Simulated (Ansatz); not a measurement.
# Rh: response to strain

Aim: deform Rh (equal xy, yz and zx engineering shear strains of -1 %) and compute stress, forces and field gradients with LAPW, PAW and all-electron datasets made for the crystal.

Method: DFT PBEsol, scalar-relativistic, in Ansatz 0.2.0.

## (1) The structure to begin with

Symmetry: Fm-3m, No. 225, cubic system. The conventional cell has a = 3.803 Å, b = 3.803 Å, c = 3.803 Å, α = 90.00°, β = 90.00°, γ = 90.00°. Rh (site symmetry m-3m) has 12 Rh at 2.69 Å as nearest neighbours.

As a file:

```
CELL_PARAMETERS angstrom
0.00000 1.90155 1.90155
1.90155 0.00000 1.90155
1.90155 1.90155 0.00000
ATOMIC_POSITIONS crystal
Rh 0.00000 0.00000 0.00000
```

## (2) After the deformation

Space group Fm-3m before, R-3m after.

## (3) All-electron LAPW

File input.yaml:

```yaml
crystal:
  lattice:
    - [-0.0190155, 1.89204225, 1.89204225]
    - [1.89204225, -0.0190155, 1.89204225]
    - [1.89204225, 1.89204225, -0.0190155]
  atoms:
    - { symbol: Rh, position: [0.0, 0.0, 0.0] }
kpoints:
  mp_grid: { grid: [16, 16, 16] }
  band_path:
    path:
      - [0.0, 0.0, 0.0]
      - [0.5, 0.5, 0.5]
      - [0.2525443832, 0.5, 0.7474556168]
      - [-0.2525443832, 0.2525443832, 0.5]
      - [0.0, 0.0, 0.5]
      - [0.0, 0.0, 0.0]
      - [-0.3762721916, 0.0, 0.3762721916]
      - [0.0, 0.3762721916, 0.6237278084]
      - [0.0, 0.5, 0.5]
    npoints: 5
scf:
  occupations: { method: fermi_dirac, width: 0.08 }
hamiltonian:
  xc: pbesol
  pseudopotentials: { kind: all_electron, lapw: { basis_error: 0.001 } }
output:
  forces: true
  stress: true
  eigenvalues: true
```

Run with:

```
$ ansatz run input.yaml --threads 1 --pin off --max-ram 3072MiB --backend cpu --events-out ev --progress --plain --runs-dir out
```

## (4) PAW with frozen cores

File input.yaml:

```yaml
crystal:
  lattice:
    - [-0.0190155, 1.89204225, 1.89204225]
    - [1.89204225, -0.0190155, 1.89204225]
    - [1.89204225, 1.89204225, -0.0190155]
  atoms:
    - { symbol: Rh, position: [0.0, 0.0, 0.0] }
kpoints:
  mp_grid: { grid: [16, 16, 16] }
scf:
  occupations: { method: fermi_dirac, width: 0.08 }
hamiltonian:
  xc: pbesol
  pseudopotentials: { kind: paw }
output:
  forces: true
  stress: true
  eigenvalues: true
  efg: { contact_densities: true }
```

## (5) All-electron PAW on datasets made for the crystal

input.yaml: that of step 4 with these lines changed.

```diff
@@ -13,3 +13,3 @@
   xc: pbesol
-  pseudopotentials: { kind: paw }
+  pseudopotentials: { kind: all_electron, datasets: crystal }
 output:
```

(Steps that only read results are left out.)

**Question.** What will these runs give? Wanted: pressure; largest shear or deviatoric stress.

As calculated:

```
                                 quantity                                              value
                                 pressure  LAPW -4.79, PAW -4.78, crystal datasets -4.79 GPa
largest shear or deviatoric stress (LAPW)                                           1.97 GPa
```

In words: The largest part of the stress beyond the pressure is 1.97 GPa in size. No run of the undeformed cell stands beside it, so the pressure holds what the given cell had before the change. PAW: stress within 0.01 GPa of LAPW. Crystal datasets: stress within 0.01 GPa of LAPW.
